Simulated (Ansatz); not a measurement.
GeH₅NSSi, SMILES [NH2][GeH]1[SiH2][S]1, an atomisation energy

With the Python package of Ansatz (0.2.0).

At the Python prompt:
```pycon
>>> from collections import Counter
>>> import ansatz as az
>>> def single_point(molecule, charge=0, unpaired=0):
...     calc = molecule.calculation().basis(gaussian="def2-SVP").functional("pbe0")
...     if charge:
...         calc = calc.charge(charge)
...     if unpaired:
...         calc = calc.spin("collinear", total=unpaired)
...     report = calc.run(threads=1).report
...     if report["published_state_doubts"]:
...         print("  doubts:", report["published_state_doubts"])
...     return report["free_energy_ev"]
...
>>> geometry = (
...     az.Crystal.molecule()
...     .atom("N", [-0.6389, 1.5777, -0.4648])
...     .atom("Ge", [0.4587, 0.1529, -0.4949])
...     .atom("Si", [-0.0214, -1.3859, 1.1244])
...     .atom("S", [-0.6126, -1.7296, -0.8548])
...     .atom("H", [-0.1273, 2.429, -0.1518])
...     .atom("H", [-0.9321, 1.8388, -1.4732])
...     .atom("H", [1.8026, 0.2262, -1.3102])
...     .atom("H", [-1.0136, -0.9567, 2.059])
...     .atom("H", [1.1731, -2.1986, 1.5492])
... )
>>> # unpaired electrons of the ground-state atoms
>>> unpaired = {"N": 3, "Ge": 2, "Si": 2, "S": 2, "H": 1}
>>> counts = Counter(site.symbol for site in geometry.cartesian_sites)
>>> atom_energy = {s: single_point(az.Crystal.molecule().atom(s, (0, 0, 0)), 0, unpaired[s]) for s in counts}
>>> whole = single_point(geometry, 0, 0)
>>> for s, e in atom_energy.items():
...     print(f"{s:2s} x{counts[s]}  {e:14.5f} eV")
...
N  x1     -1482.44855 eV
Ge x1    -56501.58830 eV
Si x1     -7868.22521 eV
S  x1    -10825.72021 eV
H  x5       -13.61361 eV
>>> print(f"GeH5NSSi: {whole:.5f} eV")
GeH5NSSi: -76773.12769 eV
>>> split = sum(counts[s] * e for s, e in atom_energy.items()) - whole
>>> print(f"atomisation energy (no zero-point term): {split:.3f} eV, {split / sum(counts.values()):.3f} eV an atom")
atomisation energy (no zero-point term): 27.077 eV, 3.009 eV an atom
```

27.077 eV from the electronic energies, without the zero-point term.

Caveats:
- Total energies depend on the basis set; only differences at equal settings carry meaning.
- The geometry is a force-field or estimated start, not a minimum of this method, and the basis set is short of its limit. All parts are taken at fixed geometry, without zero-point energy.
- Timing: 5.7 s on 1 thread of Arm Neoverse V1, on a shared host, peak memory 0.29 GiB.
